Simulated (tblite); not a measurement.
# C6H10GeOSi: the cost of one run

Programs: tblite 0.8.0 and PySCF 2.14.0, with density-fitted response routines of our own. Each step states its level of theory. These are calculated values for one molecule, in the gas phase or a continuum, unless marked as measured. Atoms count from 0, in the outputs and in this text.

## Step 1: The starting structure

19 atoms, charge 0, multiplicity 1; geometry from: force field or distance geometry start.

Bonds of the start (Å): Ge0–O1 1.76, O1–Si2 1.70, Si2–C3 1.86, C3–C4 1.36, C4–C5 1.38, C5–C6 1.37, C6–C7 1.40, C7–C8 1.38, C8–C3 1.39, Ge0–H9 1.55, Ge0–H10 1.53, Ge0–H11 1.56, Si2–H12 1.46, Si2–H13 1.49, C4–H14 1.09, C5–H15 1.06, C6–H16 1.08, C7–H17 1.06, C8–H18 1.09.

## Step 2: Relaxing the molecule with GFN2-xTB

Job settings and geometry (Å):

```
{"job": {"kind": "relax", "xc": "GFN2-xTB", "basis": "xTB"}, "charge": 0, "multiplicity": 1}
Ge     3.356500     0.530300    -0.125200
O      2.351100    -0.626800     0.739800
Si     1.146000    -1.377900    -0.189400
C     -0.457000    -0.487800     0.134900
C     -1.094400     0.247000    -0.822500
C     -2.286800     0.897500    -0.564000
C     -2.816000     0.788500     0.698700
C     -2.198600     0.048900     1.716500
C     -1.012700    -0.592400     1.401600
H      2.919600     0.723800    -1.596400
H      4.825700     0.096200    -0.043400
H      3.160700     1.921700     0.549200
H      1.040800    -2.804800     0.107600
H      1.413800    -1.250800    -1.654000
H     -0.707100     0.369800    -1.833600
H     -2.806500     1.485300    -1.279900
H     -3.740200     1.273700     0.971700
H     -2.613100    -0.052500     2.689000
H     -0.491700    -1.180300     2.152600
```

Launch:

```
> OMP_NUM_THREADS=1 python probes_run.py task.json out
```

One launch serves the whole session: the jobs run in the order shown.

Q: Estimate the wall time and peak memory of this first job on 1 thread of Arm Neoverse V1, shared host.

About 1.8 s, with a peak of 0.18 GiB.
